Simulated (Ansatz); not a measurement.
**CH4SeSi (SMILES [SiH2]=C[SeH]): functionals against CCSD(T) at one geometry**

One table from this session's results is given with a row withheld; the runs are named, their logs left out.

Computed with Ansatz 0.2.0, Gaussian basis. Level: single points in def2-TZVPP.

Correlated methods freeze the cores. Filled d shells of the heavier atoms are correlated.

### The starting structure

SMILES `[SiH2]=C[SeH]`, 7 atoms, charge 0, spin multiplicity 1.

Atoms are counted from 1 here; the program's logs count them from 0.

Bond lengths: Si1–C2 1.730 Å, Si1–H4 1.420 Å, Si1–H5 1.447 Å, C2–Se3 1.884 Å, C2–H6 1.056 Å, Se3–H7 1.427 Å. Angles: C2–Si1–H4 125.2°, C2–Si1–H5 126.1°, H4–Si1–H5 108.1°, Si1–C2–Se3 120.1°, Si1–C2–H6 123.1°, Se3–C2–H6 113.3°, C2–Se3–H7 97.3°.

Coordinates:

```xyz
7
charge 0, multiplicity 1
Si   -1.08840    0.46450   -0.55200
C     0.27540    0.15950    0.46830
Se    0.97930   -1.58280    0.60930
H    -1.57910   -0.42090   -1.54850
H    -1.78160    1.72710   -0.69290
H     0.54220    0.78400    1.27720
H     2.35390   -1.23810    0.44370
```

Set-up of the first run:

File run/in.yaml:

```yaml
crystal:
  periodic: [false, false, false]
  atoms:
    - {symbol: Si, position_ang: [-1.088400, 0.464500, -0.552000]}
    - {symbol: C, position_ang: [0.275400, 0.159500, 0.468300]}
    - {symbol: Se, position_ang: [0.979300, -1.582800, 0.609300]}
    - {symbol: H, position_ang: [-1.579100, -0.420900, -1.548500]}
    - {symbol: H, position_ang: [-1.781600, 1.727100, -0.692900]}
    - {symbol: H, position_ang: [0.542200, 0.784000, 1.277200]}
    - {symbol: H, position_ang: [2.353900, -1.238100, 0.443700]}
basis:
  gaussian: {orbitals: def2-TZVPP}
correlation: {method: ccsd_t}
output: {forces: true}
```

No record of the launch command was kept for these runs.

Steps of the session up to this table: CCSD(T)/def2-TZVPP; PBE0-D4/def2-TZVPP; wB97M-V/def2-TZVPP; r2SCAN-D4/def2-TZVPP; PBE-D4/def2-TZVPP; HSE06-D4/def2-TZVPP; revPBE-D4/def2-TZVPP.

One of the session's tables, all rows but one given; the rest of the session is left out.

```
   method  RMS force component (eV/Å)  angle to CCSD(T) forces (°)  dipole (D)
  CCSD(T)                       0.594                    reference        1.41
  PBE0-D4                       0.705                         13.5        1.47
  wB97M-V                       0.698                         17.0        1.63
r2SCAN-D4                       0.673                          9.0        1.33
   PBE-D4                       0.750                          8.6        1.19
 HSE06-D4                           ?                            ?           ?
revPBE-D4                       0.753                          8.3        1.19
```

Q: Estimate the row for HSE06-D4 from the others.

The run gave: RMS force component (eV/Å): 0.703; angle to CCSD(T) forces (°): 13.1; dipole (D): 1.45. In the column «RMS force component (eV/Å)» it lies between wB97M-V (0.698) and PBE0-D4 (0.705).
